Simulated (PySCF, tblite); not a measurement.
# C₅H₉NOSi₂: geometry, infrared bands and NMR shifts

Wanted: the infrared bands and NMR shifts of C₅H₉NOSi₂ (`N#C[C@@]12CO[C@@H](C1)[SiH2][SiH2]2`), by calculation.

Computed with tblite 0.8.0 and PySCF 2.14.0, with density-fitted response routines of our own, on a single molecule in the gas phase. Atoms count from 0, in the outputs and in this text.

**1. The starting structure**

18 atoms, charge 0, multiplicity 1; geometry from: force field or distance geometry start.

Bonds of the start (Å): N0–C1 1.13, C1–C2 1.44, C2–C3 1.48, C3–O4 1.39, O4–C5 1.38, C5–C6 1.53, C5–Si7 1.90, Si7–Si8 2.26, C6–C2 1.54, Si8–C2 1.87, C3–H9 1.13, C3–H10 1.12, C5–H11 1.09, C6–H12 1.09, C6–H13 1.11, Si7–H14 1.45, Si7–H15 1.44, Si8–H16 1.46, Si8–H17 1.45.

**2. Optimising the geometry with GFN2-xTB**

Job settings and geometry (Å):

```
{"job": {"kind": "relax", "xc": "GFN2-xTB", "basis": "xTB"}, "charge": 0, "multiplicity": 1}
N     -2.252100     2.660900     0.330600
C     -1.583200     1.757900     0.252800
C     -0.716800     0.603300     0.196300
C     -1.388700    -0.716400     0.294400
O     -0.601200    -1.670600    -0.333300
C      0.374400    -1.030200    -1.067700
C     -0.076400     0.422900    -1.189700
Si     1.874200    -0.824400     0.080300
Si     0.740000     0.642100     1.369500
H     -1.536500    -0.980600     1.379600
H     -2.361300    -0.657200    -0.250700
H      0.634700    -1.486900    -2.019100
H      0.739900     1.120200    -1.359300
H     -0.845000     0.413900    -1.992900
H      2.181800    -2.042200     0.797200
H      2.993400    -0.202600    -0.584000
H      1.392700     1.942700     1.423000
H      0.421500     0.053500     2.661200
```

On the command line:

```
$ OMP_NUM_THREADS=1 python probes_run.py task.json out
```

The driver reads the jobs from task.json and runs them one after another.

**Question.** This job is followed by: GFN2-xTB harmonic vibrations, gas phase; GIAO PBE0/pcSseg-1 NMR shielding, non-relativistic, gas phase. What will the session give for the following? strongest single infrared mode (GFN2-xTB); zero-point energy (GFN2-xTB); 13C shifts against TMS (PBE0/pcSseg-1); 1H shifts against TMS (PBE0/pcSseg-1); 15N shifts against NH3 (PBE0/pcSseg-1); 17O shifts against H2O (PBE0/pcSseg-1); 29Si shifts against TMS (PBE0/pcSseg-1).

As calculated:

| quantity | value |
| --- | --- |
| strongest single infrared mode (GFN2-xTB) | 2230 cm⁻¹, 426 km/mol |
| zero-point energy (GFN2-xTB) | 78.1 kcal/mol |
| 13C shifts against TMS (PBE0/pcSseg-1) | 125.2, 78.8, 74.2, 43.4, 23.0 ppm |
| 1H shifts against TMS (PBE0/pcSseg-1) | 4.75, 4.21, 4.18, 4.14, 4.13, 4.13, 3.86, 2.67, 1.87 ppm |
| 15N shifts against NH3 (PBE0/pcSseg-1) | 303.4 ppm |
| 17O shifts against H2O (PBE0/pcSseg-1) | 47.9 ppm |
| 29Si shifts against TMS (PBE0/pcSseg-1) | -52.0, -71.5 ppm |

The optimisation took 64 steps and gained 0.619 eV; among the close pairs (by a distance rule), C2–Si8 changed most, from 1.871 to 1.947 Å. No mode is imaginary among the 48: a minimum at this level. The strongest single mode, at 2230 cm⁻¹, moves mainly H16 and H17. Unscaled tight-binding wavenumbers are off by several per cent, some by more. Its intensities can rank the bands wrongly. The most deshielded carbon is C1 (nitrile carbon), at 125.2 ppm: C≡N carbons fall here, among the sp2 signals but without a proton. The most deshielded hydrogen is H11 (hydrogen on an sp3 CH bonded to O and Si), at 4.75 ppm: its carbon carries O, hence the downfield position. At PBE0/pcSseg-1: Shielding is most anisotropic at N0 (span 486 ppm, paramagnetic term -377 ppm).
